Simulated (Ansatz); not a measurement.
**CO on Pd (Palladium) (100)**

This session takes Pd (Palladium) and sets out to cut and relax a (100) slab, then find where and how strongly CO adsorbs.

Program: Ansatz 0.2.0. Level of theory: DFT LDA, scalar-relativistic, plane waves, PAW. These are calculated values, not measurements.

1 further run of the same task is left out (set aside as unsound or not needed).

### 1 The structure to begin with

The structure is cubic, space group Fm-3m (No. 225). The conventional cell has a = 3.839 Å, b = 3.839 Å, c = 3.839 Å, α = 90.00°, β = 90.00°, γ = 90.00°. Around Pd (site symmetry m-3m) lie 12 Pd at 2.71 Å.

Coordinates:

```cif
data_structure
_symmetry_space_group_name_H-M 'P 1'
_symmetry_Int_Tables_number 1
_cell_length_a 2.7145
_cell_length_b 2.7145
_cell_length_c 2.7145
_cell_angle_alpha 60.000
_cell_angle_beta 60.000
_cell_angle_gamma 60.000
_cell_volume 14.14
loop_
_atom_site_label
_atom_site_type_symbol
_atom_site_fract_x
_atom_site_fract_y
_atom_site_fract_z
_atom_site_occupancy
Pd1 Pd 0.00000 0.00000 0.00000 1
```

This cell was relaxed beforehand with the same method: volume 14.14 Å³/atom, gap on the mesh none (metal).

### 2 Cutting the slab

Miller indices refer to the conventional cell of the relaxed bulk, Fm-3m (No. 225): a = 3.839 Å, b = 3.839 Å, c = 3.839 Å, α = 90.00°, β = 90.00°, γ = 90.00°.

A (100) slab, 5.8 Å thick as cut, with 17 Å of vacuum; its outer planes are Pd (top) and Pd (bottom).

The slab as cut. Its planes from the bottom up:

```csv
plane,atoms per cell,height over the lowest (Å)
1,Pd,0.00
2,Pd,1.92
3,Pd,3.84
4,Pd,5.76
```

### 3 The clean surface, relaxed

Input file input.yaml:

```yaml
crystal:
  lattice:
    - [2.7145474439, 0.0, 0.0]
    - [0.0, 2.7145474439, 0.0]
    - [0.0, 0.0, 22.7584247163]
  atoms:
    - { symbol: Pd, position: [0.5, 0.5, 0.3734880646] }
    - { symbol: Pd, position: [0.0, 0.0, 0.4578293549] }
    - { symbol: Pd, position: [0.5, 0.5, 0.5421706451] }
    - { symbol: Pd, position: [0.0, 0.0, 0.6265119354] }
basis:
  ecutwfc: 420
kpoints:
  mp_grid: { grid: [11, 11, 1] }
hamiltonian:
  xc: lda
scf:
  occupations: { method: gaussian, width: 0.1 }
output:
  forces: true
  eigenvalues: true
  write_density: true
  write_potential: true
  elf: true
  volumetric_format: npy
relax:
  adjacent_minimum: "off"
  f_tol: 0.03
  max_steps: 70
  constraints: [{ sites: [0, 1] }]
efield:
  axis: 3
  dipole_correction: true
```

On the command line:

```
$ ansatz run input.yaml --threads 1 --pin off --max-ram 2560MiB --backend cpu --events-out ev --progress --plain --runs-dir out
```

Further runs follow: start: CO, top (Pd); start: CO, bridge (Pd-Pd); start: CO, hollow over Pd.

Before running it: what results should come out? Wanted: clean slab: work function; CO: lowest end.

The runs gave:

| quantity | value |
| --- | --- |
| clean slab: work function | 5.52 eV |
| CO: lowest end | from the bridge (Pd-Pd) start, 2 bonded, 1.46 Å high |

What this shows: It raises the work function by 1.22 eV, as a dipole layer with its negative end outwards does. A start on a symmetric site keeps its symmetry, so an end may be a saddle point and not a minimum.
